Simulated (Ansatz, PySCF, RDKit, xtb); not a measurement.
# CH4Ga2: from the formula to a structure

Given the formula CH4Ga2 and nothing else, which arrangement of the atoms is the most stable in the gas at 298.15 K, and what are its properties?

The funnel: GFN2-xTB relaxations, single points with a density functional, relaxations at PBE-D3(BJ)/def2-SVP, harmonic vibrations, and a last energy at a higher level. All values are calculated.

7 further runs of the same task are left out: 7 set aside as unsound or not needed.

## Step 1: Drawing up candidates

A program enumerates the bonding patterns with one Lewis structure each (two rings at most, one unusual centre or charged pair), with their diastereomers. O–O, O–halogen and N–halogen bonds and N–N–N chains are not drawn. That gives 12 candidates.

```
label               SMILES     spin
 c194      [CH][GaH][GaH2]  singlet
 c231      [Ga][CH2][GaH2]  triplet
 c352    [CH2-][Ga+][GaH2]  singlet
 c355      [GaH2][C][GaH2]  triplet
 c369    [CH2]1[GaH][GaH]1  singlet
 c415      [GaH2][C][GaH2]  singlet
 c513      [Ga][CH2][GaH2]  singlet
 c574       [CH3][GaH][Ga]  triplet
 c582      [CH][GaH][GaH2]  triplet
 c641       [CH3][GaH][Ga]  singlet
 c722    [GaH+][CH-][GaH2]  singlet
 c915  [CH2]1[Ga+][GaH2-]1  singlet
```

Candidates are built by distance geometry, with a force field where one applies, in up to four conformers (letters a to d). 6 starts with atoms placed at random are added, to find patterns that the rules miss.

Q: Predict the outcome of this search (final energies at CCSD(T)/def2-TZVP).

| quantity | value |
| --- | --- |
| lowest structure found | [Ga][CH2][GaH2], singlet, Cs |
| next finalist | [CH3][Ga]1[H][Ga]1 ‡, singlet, 3.3 kcal/mol higher in G |
| share at equilibrium, among the finalists | 99.6 % |
| harmonic wavenumbers, lowest and highest (PBE-D3(BJ)/def2-SVP) | 96 and 3026 cm⁻¹ |
| rotational constants, same geometry | 0.7926, 0.0379, 0.03704 cm⁻¹ |
| dipole moment (PBE0/def2-TZVPD) | 1.17 D |
| HOMO energy (PBE0/def2-TZVPD) | -5.91 eV |
| LUMO energy (PBE0/def2-TZVPD) | -1.70 eV |
| HOMO–LUMO gap (PBE0/def2-TZVPD) | 4.21 eV |
| lowest excitation (TD-CAM-B3LYP/def2-SVPD) | 3.14 eV (f = 0.026) |
| strongest of the states computed, same level | 6.04 eV (f = 0.366) |
| lowest triplet excitation, same level, Tamm-Dancoff | 2.29 eV |
| vertical ionisation energy | 7.77 eV |
| vertical electron affinity | 0.28 eV |
| vertical triplet less singlet | +2.22 eV |

The lowest structure found is `[Ga][CH2][GaH2]`. The margin, 3.3 kcal/mol, is modest. HF/def2-TZVP and MP2/def2-TZVP already put its bonding pattern lowest among the structures in one piece; PBE-D3(BJ)/def2-SVP favours the singlet [CH3][Ga]1[H][Ga]1 ‡. One minimum inside the window was never screened. Lowest found is not proven lowest: the search is finite, and each finalist counts with one conformer. Patterns outside the rules of the enumeration were met only by chance.

‡ marks the bonded skeleton alone, with all bonds drawn single: no Lewis structure was assigned that passes a check against the bond lengths.
